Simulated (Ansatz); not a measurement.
# ClFHOSn: rigid scan of one bond length, by script

The task is a rigid scan of one bond length, for ClFHOSn. SMILES: [OH][Sn]([F])[Cl].

Computed with the Python package of Ansatz 0.2.0. Level of theory: B3LYP+D4/def2-SVP.

## Step 1: The system

Bond lengths: O1–Sn2 1.929 Å, Sn2–F3 1.919 Å, Sn2–Cl4 2.292 Å, O1–H5 1.027 Å. Angles: O1–Sn2–F3 108.9°, O1–Sn2–Cl4 111.6°, F3–Sn2–Cl4 108.3°, Sn2–O1–H5 106.3°.

No structure file is read: the coordinates are typed or built in the script.

## Step 2: Script

Contents of scan.py:

```python
"""Stretching a bond of ClFHOSn, the rest held rigid."""

import ansatz as az
from ase import Atoms
import numpy as np

BASIS_SET = "def2-SVP"
FUNCTIONAL = "B3LYP"
VDW = "d4"

atoms = Atoms(["O", "Sn", "F", "Cl", "H"], positions=[
    [-0.2114, 0.412, -1.446],
    [0.4444, -0.6906, -0.0051],
    [1.7519, 0.3006, 0.9892],
    [-1.239, -1.2992, 1.4264],
    [-0.696, 1.2034, -1.0059],
])
molecule = az.Crystal.molecule_from_ase(atoms)

symbols = [site.symbol for site in molecule.cartesian_sites]
start = np.array([site.position_ang for site in molecule.cartesian_sites])
axis = (start[3] - start[1]) / np.linalg.norm(start[3] - start[1])
moving = [3]
lengths, energies = [1.95, 2.11, 2.29, 2.52, 2.87, 3.44, 4.13, 5.04], []
for length in lengths:
    xyz = start.copy()
    xyz[moving] += (length - np.linalg.norm(start[3] - start[1])) * axis
    point = az.Crystal.molecule()
    for symbol, place in zip(symbols, xyz):
        point = point.atom(symbol, place.tolist())
    job = (
        point.calculation()
        .basis(gaussian=BASIS_SET)
        .functional(FUNCTIONAL, dispersion=VDW)
        .spin("collinear", total=1)
    )
    data = job.run().report
    energies.append(data["free_energy_ev"])
    print(f"r = {length:6.3f} A  E = {energies[-1]:.5f} eV  <S^2> = {abs(data['mean_field']['state']['spin_squared']):.3f}")

print("energy above the lowest point (eV):", [round(e - min(energies), 3) for e in energies])
```

## Step 3: The input behind the calls

The package turns the script's settings into the engine's input (first run):

```yaml
crystal:
  periodic: [false, false, false]
  atoms:
    - { symbol: O, position_ang: [-0.2114, 0.412, -1.446] }
    - { symbol: Sn, position_ang: [0.4444, -0.6906, -0.0051] }
    - { symbol: F, position_ang: [1.7519, 0.3006, 0.9892] }
    - { symbol: Cl, position_ang: [-0.9877905357312785, -1.20838018299041, 1.2127809266361678] }
    - { symbol: H, position_ang: [-0.696, 1.2034, -1.0059] }
basis:
  gaussian:
    orbitals: def2-SVP
hamiltonian:
  xc: b3lyp
  dispersion: d4
magnetization:
  spin_polarized: true
  initial_magnetization: 1.0
```

## Step 4: The run

Started as:

```bash
> python scan.py
```

Without the output at hand: what should come out? Wanted: range of energy; lowest point, distance.

The runs gave:

| quantity | value |
| --- | --- |
| runs compared | 8 |
| range of energy | 2.220 eV |
| lowest point, distance (Å) | 2.52 |

The lowest point, at 2.52, lies inside the range. The ends stand 2.22 and 1.8 eV above it. The distance scanned is the script's pair 1, 3. The dearest, run 8 (distance 5.04), took some 5.6 times as long as run 1 (distance 1.95). Notes:
- The rest of the molecule is held rigid at a force-field or estimated start geometry, and the basis set is modest; single-reference methods fail as a bond breaks.
- def2 sets replace the cores of elements past krypton by effective core potentials.
- The species is open-shell (spin multiplicity 2).
- b3lyp holds the VWN-RPA fit, as in Gaussian; the form of ORCA and Turbomole is b3lyp5.
